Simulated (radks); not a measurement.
# Rh⁴⁺ in [Kr] 4d5: an all-electron calculation

Aim: the levels, the sizes of the orbitals and the parts of the energy of the rhodium ion Rh4+.

Method: Dirac Kohn-Sham, PBE, spin-unpolarised, spherical densities, point nucleus; open shells fill j = l - 1/2 first. Code: radks (a radial shooting solver on a logarithmic mesh, Libxc functionals) version 1.

**1. Starting point**

- element: rhodium (Z = 45)
- charge: +4
- electrons: 41
- configuration: [Kr] 4d5

**2. Self-consistent calculation**

Settings of this run:

```text
Z 45
configuration [Kr] 4d5
relativity Dirac
functional pbe,pbe
spin unpolarised
j_filling energy
nucleus point
c 137.035999084
```

Launch:

```sh
> python run_ks.py task.json out
```

All runs below come from this command, one after another.

Q: Predict the outcome of this run.

The runs gave:

```
                        quantity                   value
                    total energy     -4781.15506 hartree
exchange-correlation share of it                  2.87 %
                            −T/E                  1.0426
          highest occupied level       4d5/2, -54.269 eV
    most extended occupied level  4d5/2, <r> = 1.31 bohr
 radius at density 0.001 e/bohr³               2.97 bohr
    maxima of the radial density                       4
         ionisation energy, NIST          63 (theory) eV
```

4 principal shells are occupied and 4 maxima appear in the radial density. Relativity lifts −T/E to 1.043. Minus the highest eigenvalue, 54.269 eV, is 86 % of the tabulated ionisation energy (63 eV); the potential of a semilocal functional falls off too fast, so its top eigenvalue is too shallow. Spin polarisation and multiplet splitting are left out.
